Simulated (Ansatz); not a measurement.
Predict the output of the script below (Ansatz's Python interface).

Contents of `li.cif`:
```cif
data_Li
_cell_length_a 4.454440
_cell_length_b 4.454440
_cell_length_c 4.454440
_cell_angle_alpha 90.00000
_cell_angle_beta 90.00000
_cell_angle_gamma 90.00000
_symmetry_space_group_name_H-M 'P 1'
_symmetry_Int_Tables_number 1
loop_
_symmetry_equiv_pos_as_xyz
'x, y, z'
loop_
_atom_site_label
_atom_site_type_symbol
_atom_site_fract_x
_atom_site_fract_y
_atom_site_fract_z
Li1 Li    0.874568    0.125432    0.625432
Li2 Li    0.374568    0.374568    0.374568
Li3 Li    0.125432    0.625432    0.874568
Li4 Li    0.625432    0.874568    0.125432
```

The script, `li_md.py`:
```python
"""A few tens of MD steps for Li."""

import json

import ansatz as az
from ase.io import read
import numpy as np


def main() -> None:
    atoms = read("li.cif")
    li = az.Crystal.from_ase(atoms)

    # a coarse mesh keeps each step cheap
    job = (
        li.supercell(2, 1, 1).calculation()
        .functional("r2scan")
        .kpoints(1, 2, 2)
        .occupations("fermi_dirac", width=150 * az.meV)
        .md("nvt_langevin", timestep=0.5, steps=20, temperature=800, friction=0.05, seed=293)
    )
    out = job.run(events_out="events.ndjson")
    with open("events.ndjson") as stream:
        events = [json.loads(line) for line in stream]
    steps = [e["data"] for e in events if e["event"] == "md_step"]
    r = out.report

    for s in steps[::2]:
        print("%3d %7.1f fs  total %.4f eV  T %6.1f K" % (s["step"], s["time_fs"], s["lagrangian_ev"] + s["e_kin_ev"], s["temperature_k"]))

    temperature = np.array([s["temperature_k"] for s in steps])
    print(f"mean temperature of the second half {temperature[len(steps) // 2 :].mean():.1f} K")


    with open("trajectory.xyz", "w") as handle:
        for s in steps[::5]:
            handle.write(f"{len(s['positions_ang'])}\nt = {s['time_fs']} fs\n")
            for site, xyz in zip(out.lattice.sites, s["positions_ang"]):
                handle.write("{} {:.4f} {:.4f} {:.4f}\n".format(site.symbol, *xyz))


if __name__ == "__main__":
    main()
```

Output of `python li_md.py`:
```text
DeckWarning: md: disabling space-group detection — thermal motion breaks the input geometry's symmetry, so no spatial operation reduces the k-mesh or symmetrises the density; time reversal is kept, so that k and −k are solved as one point where they differ [...]
DeckWarning: basis.ecutwfc = 500 eV, auto-derived from the records' recommended cutoffs: set by Li (their level for a meta-GGA)
  0     0.0 fs  total -1638.9841 eV  T    0.0 K
  2     1.0 fs  total -1638.9182 eV  T   63.7 K
  4     2.0 fs  total -1638.8789 eV  T  101.5 K
  6     3.0 fs  total -1638.8200 eV  T  157.7 K
  8     4.0 fs  total -1638.6524 eV  T  318.2 K
 10     5.0 fs  total -1638.6049 eV  T  361.3 K
 12     6.0 fs  total -1638.5832 eV  T  377.8 K
 14     7.0 fs  total -1638.5163 eV  T  435.1 K
 16     8.0 fs  total -1638.5206 eV  T  420.7 K
 18     9.0 fs  total -1638.4185 eV  T  507.2 K
 20    10.0 fs  total -1638.2216 eV  T  681.4 K
mean temperature of the second half 446.4 K
```
(Warnings from the package without file and line, shortened.)

File `trajectory.xyz` afterwards:
```text
8
t = 0.0 fs
Li 3.8957 0.5587 2.7859
Li 1.6685 1.6685 1.6685
Li 0.5587 2.7859 3.8957
Li 2.7859 3.8957 0.5587
Li 8.3502 0.5587 2.7859
Li 6.1229 1.6685 1.6685
Li 5.0132 2.7859 3.8957
Li 7.2404 3.8957 0.5587
8
t = 2.5 fs
Li 3.8943 0.5551 2.7776
Li 1.6650 1.6681 1.6674
Li 0.5622 2.7764 3.8983
Li 2.7941 3.8828 0.5564
Li 8.3500 0.5571 2.7765
Li 6.1143 1.6807 1.6712
Li 5.0203 2.7863 3.8984
Li 7.2407 3.8919 0.5556
8
t = 5.0 fs
Li 3.9040 0.5453 2.7666
Li 1.6643 1.6780 1.6649
Li 0.5584 2.7664 3.9007
Li 2.8233 3.8699 0.5466
Li 8.3480 0.5601 2.7439
Li 6.0993 1.6896 1.6829
Li 5.0294 2.8011 3.9087
Li 7.2300 3.8808 0.5560
8
t = 7.5 fs
Li 3.9091 0.5320 2.7613
Li 1.6569 1.6931 1.6624
Li 0.5581 2.7348 3.9017
Li 2.8611 3.8632 0.5379
Li 8.3538 0.5674 2.7114
Li 6.0919 1.6866 1.6889
Li 5.0124 2.8338 3.9250
Li 7.2117 3.8817 0.5550
8
t = 10.0 fs
Li 3.9048 0.5213 2.7513
Li 1.6408 1.7175 1.6562
Li 0.5500 2.7110 3.9106
Li 2.8924 3.8546 0.5377
Li 8.3639 0.5854 2.6944
Li 6.0851 1.6586 1.6958
Li 4.9727 2.8747 3.9396
Li 7.1936 3.8891 0.5463
```

Reading the output:
- Total energies depend on the potentials; only differences at equal settings carry meaning. A total without «per atom» is that of the whole cell that was run.
- For a metal this mesh is far too coarse, so the numbers only illustrate the procedure.
- Within a few hundredths of an angstrom the cell has the higher group P4_132; the lower one is a small distortion.
- The smearing is wide enough that free energy and stress hold a thermal part of the electrons.
- This isn't the structure that Li takes at ambient conditions.
- A small cell, a coarse mesh and a very short run: it shows the set-up and gives no equilibrium averages.
- The whole script took 2.6 min on 1 thread of Arm Neoverse V1 (shared host), peak memory 0.52 GiB.
